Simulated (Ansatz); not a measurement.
# PIr: response to strain

Aim: deform PIr (xy engineering shear strain of +1.5 %) and compute stress, forces and field gradients with LAPW, PAW and all-electron datasets made for the crystal.

Program: Ansatz 0.2.0. Level of theory: DFT PBE, scalar-relativistic. These are calculated values, not measurements.

3 further runs of the same task are left out: 2 that didn't finish, 1 set aside as unsound or not needed.

## 1. Starting point

Symmetry: Fm-3m, No. 225, cubic system. Conventional cell: a = 4.930 Å, b = 4.930 Å, c = 4.930 Å, α = 90.00°, β = 90.00°, γ = 90.00°. Ir (site symmetry m-3m) has 6 P at 2.46 Å as nearest neighbours. Around P (site symmetry m-3m) lie 6 Ir at 2.46 Å.

Coordinates:

```xyz
2
Lattice="0.0000 2.4648 2.4648 2.4648 0.0000 2.4648 2.4648 2.4648 0.0000" Properties=species:S:1:pos:R:3 pbc="T T T"
Ir    0.0000    0.0000    0.0000
P     2.4648    2.4648    2.4648
```

Atoms are numbered in the order of the input: Ir1, P2.

## 2. After the deformation

Space group Fm-3m before, Immm after.

## 3. LAPW, all electrons

Contents of input.yaml:

```yaml
crystal:
  lattice:
    - [0.018486022, 2.4648029302, 2.4648029302]
    - [2.4648029302, 0.018486022, 2.4648029302]
    - [2.4832889521, 2.4832889521, 0.0]
  atoms:
    - { symbol: Ir, position: [0.0, 0.0, 0.0] }
    - { symbol: P, position: [0.5, 0.5, 0.5] }
kpoints:
  mp_grid: { grid: [13, 13, 13] }
scf:
  occupations: { method: fermi_dirac, width: 0.05 }
hamiltonian:
  xc: pbe
  pseudopotentials: { kind: all_electron, lapw: { basis_error: 0.0005 } }
output:
  forces: true
  stress: true
  eigenvalues: true
```

## 4. PAW with frozen cores

Changes to input.yaml since step 3:

```diff
@@ -14,3 +14,3 @@
   xc: pbe
-  pseudopotentials: { kind: all_electron, lapw: { basis_error: 0.0005 } }
+  pseudopotentials: { kind: paw }
 output:
@@ -19 +19,2 @@
   eigenvalues: true
+  efg: { contact_densities: true }
```

## 5. All-electron PAW on datasets made for the crystal

Changes to input.yaml since step 4:

```diff
@@ -14,3 +14,3 @@
   xc: pbe
-  pseudopotentials: { kind: paw }
+  pseudopotentials: { kind: all_electron, datasets: crystal }
 output:
```

(Steps that only read results are left out.)

Before running it: what results should come out? Wanted: pressure; largest shear or deviatoric stress.

As calculated:

| quantity | value |
| --- | --- |
| pressure | LAPW 0.03, PAW -0.01, crystal datasets 0.03 GPa |
| largest shear or deviatoric stress (LAPW) | 0.04 GPa |

**Reading.** The largest part of the stress beyond the pressure is 0.04 GPa in size, in the xy component; the atoms are carried along and not relaxed. No run of the undeformed cell stands beside it, so the pressure holds what the given cell had before the change. PAW: stress within 0.04 GPa of LAPW. Crystal datasets: stress within 0.01 GPa of LAPW. Spin-orbit coupling is left out, though the cell holds Ir; in elements this heavy it can shift bands and gaps by tenths of an eV.
